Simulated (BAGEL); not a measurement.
# One shape, several levels: AlNH3F3 (SMILES [NH3]->[Al]([F])([F])[F])

We compute a comparison of 4 runs (HF/6-31G*, B3LYP/6-31G*, PBE0/6-31G*, RI-MP2/6-31G*) of AlNH3F3. 

Program for the calculation: BAGEL 1.2.2.

26 further runs of the same task are left out: 1 that didn't finish, 25 set aside as unsound or not needed.

### 1 Starting point

AlNH3F3: 8 atoms, total charge 0, spin state singlet. SMILES: `[NH3]->[Al]([F])([F])[F]`. Geometry: a GFN2-xTB relaxation, a rough one for these elements and not checked as a minimum.

Bond lengths: Al1–N2 2.030 Å, Al1–F6 1.648 Å, Al1–F7 1.648 Å, Al1–F8 1.648 Å, N2–H3 1.016 Å, N2–H4 1.016 Å, N2–H5 1.017 Å. Some angles: N2–Al1–F6 98.9°, N2–Al1–F7 98.9°, N2–Al1–F8 98.7°, F6–Al1–F7 117.5°, F6–Al1–F8 117.8°, F7–Al1–F8 117.7°, Al1–N2–H3 110.2°, Al1–N2–H4 110.5°, Al1–N2–H5 110.3°, H3–N2–H4 108.6°.

### 2 The energy at HF/6-31G(d) (density fitting with qzvpp-jkfit, spherical functions) (run 1)

Contents of input.json:

```json
{ "bagel": [

{
  "title": "molecule",
  "basis": "6-31gs.json",
  "df_basis": "qzvpp-jkfit",
  "angstrom": true,
  "geometry": [
    { "atom": "Al", "xyz": [   -0.002180,    0.003550,   -1.052110 ] },
    { "atom": "N", "xyz": [    0.002530,   -0.003630,    0.977650 ] },
    { "atom": "H", "xyz": [   -0.948960,    0.038470,    1.331550 ] },
    { "atom": "H", "xyz": [    0.516110,    0.797710,    1.334490 ] },
    { "atom": "H", "xyz": [    0.441120,   -0.852230,    1.325950 ] },
    { "atom": "F", "xyz": [    1.624960,   -0.017620,   -1.311710 ] },
    { "atom": "F", "xyz": [   -0.794450,    1.426890,   -1.300540 ] },
    { "atom": "F", "xyz": [   -0.839140,   -1.393140,   -1.305290 ] }
  ]
},
{ "title": "hf" },
{ "title": "print", "file": "orbitals.molden", "orbitals": true }

]}
```

The basis set 6-31G* is read from a file made from the Basis Set Exchange's data (not shown).

Started as:

```
$ BAGEL_NUM_THREADS=1 BAGEL input.json > input.out
```

Standard output:

```text
* using 1 threads per process

  ===============================================================
  ===============================================================

  *** Geometry ***

  { "atom" : "Al", "xyz" : [     -0.004120,      0.006709,     -1.988200 ] },
  { "atom" : "N", "xyz" : [      0.004781,     -0.006860,      1.847491 ] },
  { "atom" : "H", "xyz" : [     -1.793275,      0.072698,      2.516265 ] },
  { "atom" : "H", "xyz" : [      0.975307,      1.507453,      2.521821 ] },
  { "atom" : "H", "xyz" : [      0.833596,     -1.610481,      2.505682 ] },
  { "atom" : "F", "xyz" : [      3.070729,     -0.033297,     -2.478773 ] },
  { "atom" : "F", "xyz" : [     -1.501293,      2.696431,     -2.457664 ] },
  { "atom" : "F", "xyz" : [     -1.585745,     -2.632653,     -2.466641 ] },

  Number of auxiliary basis functions:      490

  Since a DF basis is specified, we compute 2- and 3-index integrals:
    o Being stored without compression. Storage requirement is 0.025 GB

  Number of basis functions:       80
  Number of electrons      :       50

    * METHOD: MOLECULE                             0.22

  *** RHF ***

  === Nuclear Repulsion ===
   251.0579896511

      * DIIS with orbital gradients will be used.

  === RHF iteration (6-31gs.json) ===
      0       -596.31395014          0.02769603           0.08
      1       -596.57167806          0.01657841           0.06
      2       -596.69557022          0.00118198           0.06
      3       -596.69638554          0.00042754           0.07
      4       -596.69646991          0.00006934           0.07
      5       -596.69647397          0.00001680           0.07
      6       -596.69647429          0.00000357           0.07
      7       -596.69647430          0.00000062           0.08
      8       -596.69647430          0.00000019           0.06
      9       -596.69647430          0.00000007           0.06
     10       -596.69647430          0.00000002           0.06
     11       -596.69647430          0.00000001           0.07
    * SCF iteration converged.

    * Permanent dipole moment:
           (   -0.004649,     0.012774,    -2.354936) a.u.

    * METHOD: HF                                   1.02

    * METHOD: PRINT                                0.01

  ===============================================================
```

It took 1.6 s on 1 thread of Intel Xeon 6975P-C (Granite Rapids), shared host; peak memory 0.11 GiB.

### 3 The energy at B3LYP/6-31G(d) (density fitting with qzvpp-jkfit, spherical functions) (run 2)

Edit input.json of step 2 so:

```diff
@@ -18,4 +18,11 @@
 },
-{ "title": "hf" },
-{ "title": "print", "file": "orbitals.molden", "orbitals": true }
+{
+  "title": "ks",
+  "xc_func": "b3lyp"
+},
+{
+  "title": "print",
+  "file": "orbitals.molden",
+  "orbitals": true
+}
```

The basis set 6-31G* is read from a file made from the Basis Set Exchange's data (not shown).

Started as:

```
$ BAGEL_NUM_THREADS=1 BAGEL input.json > input.out
```

Standard output:

```text
* using 1 threads per process

  ===============================================================
  ===============================================================

  *** Geometry ***

  { "atom" : "Al", "xyz" : [     -0.004120,      0.006709,     -1.988200 ] },
  { "atom" : "N", "xyz" : [      0.004781,     -0.006860,      1.847491 ] },
  { "atom" : "H", "xyz" : [     -1.793275,      0.072698,      2.516265 ] },
  { "atom" : "H", "xyz" : [      0.975307,      1.507453,      2.521821 ] },
  { "atom" : "H", "xyz" : [      0.833596,     -1.610481,      2.505682 ] },
  { "atom" : "F", "xyz" : [      3.070729,     -0.033297,     -2.478773 ] },
  { "atom" : "F", "xyz" : [     -1.501293,      2.696431,     -2.457664 ] },
  { "atom" : "F", "xyz" : [     -1.585745,     -2.632653,     -2.466641 ] },

  Number of auxiliary basis functions:      490

  Since a DF basis is specified, we compute 2- and 3-index integrals:
    o Being stored without compression. Storage requirement is 0.025 GB

  Number of basis functions:       80
  Number of electrons      :       50

    * METHOD: MOLECULE                             0.24

  *** Kohn-Sham DFT ***

    * Removing 15075 points whose weight is below 1.00e-10
    * Grid points: 104173

  === Nuclear Repulsion ===
   251.0579896511

       - DIIS with orbital gradients will be used.

  === KS iteration (b3lyp / 6-31gs.json) ===
      0       -560.81233702          0.14528777           0.61
      1       -441.81712314          0.15072104           0.55
      2       -553.78764912          0.13137535           0.43
      3       -578.40883127          0.09080735           0.38
      4       -595.15134692          0.08267572           0.43
      5       -589.84499508          0.13500817           0.42
      6       -591.43610491          0.12728282           0.40
      7       -544.27402850          0.19997126           0.46
      8       -597.90599561          0.04289270           0.47
      9       -598.48320418          0.02639829           0.48
     10       -598.74710104          0.00848651           0.46
     11       -598.77729746          0.00140131           0.40
     12       -598.77800264          0.00049349           0.52
     13       -598.77810141          0.00014117           0.41
     14       -598.77810982          0.00002105           0.37
     15       -598.77811002          0.00000222           0.47
     16       -598.77811003          0.00000045           0.47
     17       -598.77811003          0.00000023           0.41
     18       -598.77811003          0.00000009           0.41
     19       -598.77811003          0.00000005           0.41
     20       -598.77811003          0.00000001           0.43
     21       -598.77811003          0.00000001           0.41
    * SCF iteration converged.

    * Permanent dipole moment:
           (   -0.004661,     0.012083,    -2.324578) a.u.

    * METHOD: KS                                  10.42

    * METHOD: PRINT                                0.01

  ===============================================================
```

Run time: 11 s. Hardware: 1 thread of Intel Xeon 6975P-C (Granite Rapids), shared host; peak memory 0.41 GiB.

Run 3 isn't shown in full; the table further down has it.

### 4 A single-point energy at RI-MP2/6-31G(d) (density fitting with qzvpp-jkfit, spherical functions) (run 4)

Contents of input.json:

```json
{ "bagel" : [

{
  "title" : "molecule",
  "basis" : "6-31gs.json",
  "df_basis" : "qzvpp-jkfit",
  "angstrom" : true,
  "geometry" : [
    { "atom" : "Al", "xyz" : [      -0.002180,       0.003550,      -1.052110 ] },
    { "atom" : "N", "xyz" : [       0.002530,      -0.003630,       0.977650 ] },
    { "atom" : "H", "xyz" : [      -0.948960,       0.038470,       1.331550 ] },
    { "atom" : "H", "xyz" : [       0.516110,       0.797710,       1.334490 ] },
    { "atom" : "H", "xyz" : [       0.441120,      -0.852230,       1.325950 ] },
    { "atom" : "F", "xyz" : [       1.624960,      -0.017620,      -1.311710 ] },
    { "atom" : "F", "xyz" : [      -0.794450,       1.426890,      -1.300540 ] },
    { "atom" : "F", "xyz" : [      -0.839140,      -1.393140,      -1.305290 ] }
  ]
},

{ "title" : "hf" },

{ "title" : "mp2", "ncore" : 9 }

]}
```

The basis set 6-31G* is read from a file made from the Basis Set Exchange's data (not shown).

Started as:

```
$ BAGEL_NUM_THREADS=1 BAGEL input.json > input.out
```

Standard output:

```text
* using 1 threads per process

  ===============================================================
  ===============================================================

  *** Geometry ***

  { "atom" : "Al", "xyz" : [     -0.004120,      0.006709,     -1.988200 ] },
  { "atom" : "N", "xyz" : [      0.004781,     -0.006860,      1.847491 ] },
  { "atom" : "H", "xyz" : [     -1.793275,      0.072698,      2.516265 ] },
  { "atom" : "H", "xyz" : [      0.975307,      1.507453,      2.521821 ] },
  { "atom" : "H", "xyz" : [      0.833596,     -1.610481,      2.505682 ] },
  { "atom" : "F", "xyz" : [      3.070729,     -0.033297,     -2.478773 ] },
  { "atom" : "F", "xyz" : [     -1.501293,      2.696431,     -2.457664 ] },
  { "atom" : "F", "xyz" : [     -1.585745,     -2.632653,     -2.466641 ] },

  Number of auxiliary basis functions:      490

  Since a DF basis is specified, we compute 2- and 3-index integrals:
    o Being stored without compression. Storage requirement is 0.025 GB

  Number of basis functions:       80
  Number of electrons      :       50

    * METHOD: MOLECULE                             0.29

  *** RHF ***

  === Nuclear Repulsion ===
   251.0579896511

      * DIIS with orbital gradients will be used.

  === RHF iteration (6-31gs.json) ===
      0       -596.31395014          0.02769603           0.07
      1       -596.57167806          0.01657841           0.07
      2       -596.69557022          0.00118198           0.07
      3       -596.69638554          0.00042754           0.07
      4       -596.69646991          0.00006934           0.09
      5       -596.69647397          0.00001680           0.08
      6       -596.69647429          0.00000357           0.09
      7       -596.69647430          0.00000062           0.08
      8       -596.69647430          0.00000019           0.06
      9       -596.69647430          0.00000007           0.07
     10       -596.69647430          0.00000002           0.08
     11       -596.69647430          0.00000001           0.07
    * SCF iteration converged.

    * Permanent dipole moment:
           (   -0.004649,     0.012774,    -2.354936) a.u.

    * METHOD: HF                                   1.08

  *** RHF ***

  === Nuclear Repulsion ===
   251.0579896511

      * DIIS with orbital gradients will be used.

  === RHF iteration (6-31gs.json) ===
      0       -596.69647430          0.00000000           0.08
    * SCF iteration converged.

    * Permanent dipole moment:
           (   -0.004649,     0.012774,    -2.354936) a.u.

  === DF-MP2 calculation ===

    * freezing 9 orbitals
    * 3-index integral transformation done
    * assembly done

      MP2 correlation energy:   -0.7413179309      0.05

      MP2 total energy:       -597.4377922348

    * METHOD: MP2                                  0.23

  ===============================================================
```

Wall time 2 s (1 thread of Intel Xeon 6975P-C (Granite Rapids), shared host); peak memory 0.11 GiB.

### 5 The series

```csv
run,level,frozen core orbitals,energy (Eh),dipole moment (D),HOMO energy (eV),LUMO energy (eV),wall time
1,"HF/6-31G* (density fitting with qzvpp-jkfit, spherical functions)",–,-596.696474,5.99,-15.20,3.40,1.6 s
2,"B3LYP/6-31G* (density fitting with qzvpp-jkfit, spherical functions)",–,-598.778110,5.91,-9.40,-0.09,11 s
3,"PBE0/6-31G* (density fitting with qzvpp-jkfit, spherical functions)",–,-598.294667,5.93,-9.79,0.31,12 s
4,"RI-MP2/6-31G* (density fitting with qzvpp-jkfit, spherical functions)",9,-597.437792,–,–,–,2 s
```

### 6 Results

```
                                          quantity          value
                               run 4: total energy  -597.43779 Eh
run 4: correlation energy (9 core orbitals frozen)     -741.3 mEh
```

**Reading.** Over runs 1, 2, 3 the dipole moment (its size) runs from 5.91 D (B3LYP/6-31G*) to 5.99 D (HF/6-31G*). Over runs 1, 2, 3 the HOMO–LUMO gap runs from 9.31 eV (B3LYP/6-31G*) to 18.60 eV (HF/6-31G*). Exact exchange widens orbital gaps. Totals of different functionals can't be ranked against each other. All runs together took 26 s, the longest 12 s.
